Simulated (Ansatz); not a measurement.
# Fe2O3 (R-3c): from the listed cell to zero pressure

Aim: the volume at which the pressure of Fe2O3 (R-3c) vanishes.

Computed with Ansatz 0.2.0 (DFT PBE, scalar-relativistic, plane waves, PAW, unless a step's input says otherwise).

## 1. The structure to begin with

It takes space group R-3c (No. 167, trigonal). The conventional cell has a = 5.038 Å, b = 5.038 Å, c = 13.772 Å, α = 90.00°, β = 90.00°, γ = 120.00°. Fe (site symmetry 3) is surrounded by 6 O at 1.95 to 2.12 Å. O (site symmetry 2) is surrounded by 4 Fe at 1.95 to 2.12 Å.

Structure file:

```
CELL_PARAMETERS angstrom
2.51900 1.45435 4.59067
-2.51900 1.45435 4.59067
0.00000 -2.90869 4.59067
ATOMIC_POSITIONS crystal
Fe 0.35530 0.35530 0.35530
Fe 0.14470 0.14470 0.14470
Fe 0.64470 0.64470 0.64470
Fe 0.85530 0.85530 0.85530
O 0.55590 0.94410 0.25000
O 0.25000 0.55590 0.94410
O 0.94410 0.25000 0.55590
O 0.44410 0.05590 0.75000
O 0.75000 0.44410 0.05590
O 0.05590 0.75000 0.44410
```

Starting moments: Fe 5.00 μB.

## 2. First run, at the start cell

Contents of input.yaml:

```yaml
crystal:
  lattice:
    - [2.519, 1.4543453281, 4.5906666667]
    - [-2.519, 1.4543453281, 4.5906666667]
    - [0.0, -2.9086906562, 4.5906666667]
  atoms:
    - { symbol: Fe, position: [0.3553, 0.3553, 0.3553], spin: 5.0 }
    - { symbol: Fe, position: [0.1447, 0.1447, 0.1447], spin: 5.0 }
    - { symbol: Fe, position: [0.6447, 0.6447, 0.6447], spin: 5.0 }
    - { symbol: Fe, position: [0.8553, 0.8553, 0.8553], spin: 5.0 }
    - { symbol: O, position: [0.5559, 0.9441, 0.25] }
    - { symbol: O, position: [0.25, 0.5559, 0.9441] }
    - { symbol: O, position: [0.9441, 0.25, 0.5559] }
    - { symbol: O, position: [0.4441, 0.0559, 0.75] }
    - { symbol: O, position: [0.75, 0.4441, 0.0559] }
    - { symbol: O, position: [0.0559, 0.75, 0.4441] }
basis:
  ecutwfc: 420
  ecutrho_ratio: 4
kpoints:
  mp_grid: { grid: [6, 6, 6] }
hamiltonian:
  xc: pbe
scf:
  occupations: { method: gaussian, width: 0.05 }
output:
  forces: true
  stress: true
  eigenvalues: true
  populations: true
magnetization:
  spin_polarized: true
relax:
  f_tol: 0.01
  max_steps: 60
  cell: { stress_tol: 0.04 }
```

Launch:

```bash
$ ansatz run input.yaml --threads 2 --pin off --max-ram 5120MiB --backend cpu --events-out ev --progress --plain --runs-dir out
```

Further steps of the session: The same volume, run 2.

What does the calculation give? Wanted: volume; pressure; conventional cell; gap on the mesh; moments in the spheres.

**Answer**, as computed:

| quantity | value |
| --- | --- |
| volume | 8.749 Å³/atom |
| pressure | -0.01 GPa |
| conventional cell | a = 4.773 Å, b = 4.773 Å, c = 13.304 Å, α = 90.00°, β = 90.00°, γ = 120.00° |
| gap on the mesh | none (metal) |
| moments in the spheres | Fe 0.86 μB |

What this shows: The volume went from 10.09 to 8.75 Å³/atom (-13.3 %), where 0.01 GPa is left. Only the order of the starting moments is followed; others weren't tried in this session.
